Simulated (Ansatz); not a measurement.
# AlF₂HSe: one species, many methods

The task here is to estimate one member of a computed series from the others.

Method: functionals in def2-TZVPP, the program's frozen cores in correlated methods; program: Ansatz 0.2.0, Gaussian basis.

The runs, in order: LDA (SPW92), PBE-D4, revPBE-D4, BLYP-D4, r2SCAN-D4, B97M-V, PBE0-D4, B3LYP-D4, r2SCANh-D4, r2SCAN0-D4, HSE06-D4, BHLYP-D4, CAM-B3LYP-D4, LC-ωPBE, ωB97X-V, ωB97M-V, B2PLYP, PBE-QIDH; CCSD(T)/def2-SVP; CCSD(T)/def2-TZVPP; MP2/def2-QZVPP; extrapolation to the limit; RPA on PBE.

### The geometry

All runs share one geometry, relaxed beforehand with PBE0-D4 in a triple-zeta def2 set.

SMILES `[F][Al]([F])[SeH]`, 5 atoms, charge 0, spin multiplicity 1.

Atoms are counted from 1 here; the program's logs count them from 0.

Bond lengths: F1–Al2 1.637 Å, Al2–F3 1.638 Å, Al2–Se4 2.285 Å, Se4–H5 1.470 Å. Angles: F1–Al2–F3 119.2°, F1–Al2–Se4 119.5°, F3–Al2–Se4 121.3°, Al2–Se4–H5 89.8°.

The first run:

The input, in.yaml:

```yaml
crystal:
  periodic: [false, false, false]
  atoms:
    - {symbol: F, position_ang: [0.820030, -0.356155, 2.013499]}
    - {symbol: Al, position_ang: [0.406708, -0.281221, 0.431772]}
    - {symbol: F, position_ang: [1.229210, -1.192008, -0.652550]}
    - {symbol: Se, position_ang: [-1.302537, 1.088610, -0.219774]}
    - {symbol: H, position_ang: [-1.103611, 0.667073, -1.614349]}
basis:
  gaussian: {orbitals: def2-TZVPP}
hamiltonian: {xc: lda}
output: {orbitals: {seedname: orbitals}}
```

Among the steps run: LDA; PBE-D4 (GGA); revPBE-D4 (GGA); BLYP-D4 (GGA); r2SCAN-D4 (meta-GGA); B97M-V (meta-GGA); PBE0-D4 (hybrid); B3LYP-D4 (hybrid); r2SCANh-D4 (hybrid); r2SCAN0-D4 (hybrid); HSE06-D4 (hybrid); BHLYP-D4 (hybrid); CAM-B3LYP-D4 (range-separated); LC-ωPBE-D4 (range-separated; the results give it without D4); ωB97X-V (range-separated); ωB97M-V (range-separated); B2PLYP (double hybrid); PBE-QIDH (double hybrid).

One of the session's tables, all rows but one given; the rest of the session is left out.

It belongs to the step «Orbital energies across the functionals». 

| functional | HOMO (eV) | gap (eV) |
| --- | --- | --- |
| LDA (SPW92) | -6.91 | 4.60 |
| PBE-D4 | -6.75 | 4.74 |
| revPBE-D4 | -6.69 | 4.82 |
| BLYP-D4 | -6.56 | 4.59 |
| r2SCAN-D4 | -7.03 | 5.46 |
| B97M-V | -7.05 | 5.28 |
| PBE0-D4 | -7.91 | 6.74 |
| B3LYP-D4 | -7.65 | 6.17 |
| r2SCANh-D4 | -7.45 | 6.15 |
| r2SCAN0-D4 | ? | ? |
| HSE06-D4 | -7.51 | 5.97 |
| BHLYP-D4 | -8.88 | 8.45 |
| CAM-B3LYP-D4 | -9.17 | 8.86 |
| LC-ωPBE | -10.54 | 11.52 |
| ωB97X-V | -10.18 | 10.98 |
| ωB97M-V | -10.03 | 10.52 |

Q: Estimate the row for r2SCAN0-D4 from the others.

Worked estimate for «HOMO (eV)». Against the share of exact exchange, r2SCAN-D4 (0, -7.03), r2SCANh-D4 (0.1, -7.45) give a slope of -4.20 per unit share; at 0.25 the line stands at -8.08.

The run gave: HOMO (eV): -8.09; gap (eV): 7.18. In «HOMO (eV)» the line misses by +0.01.
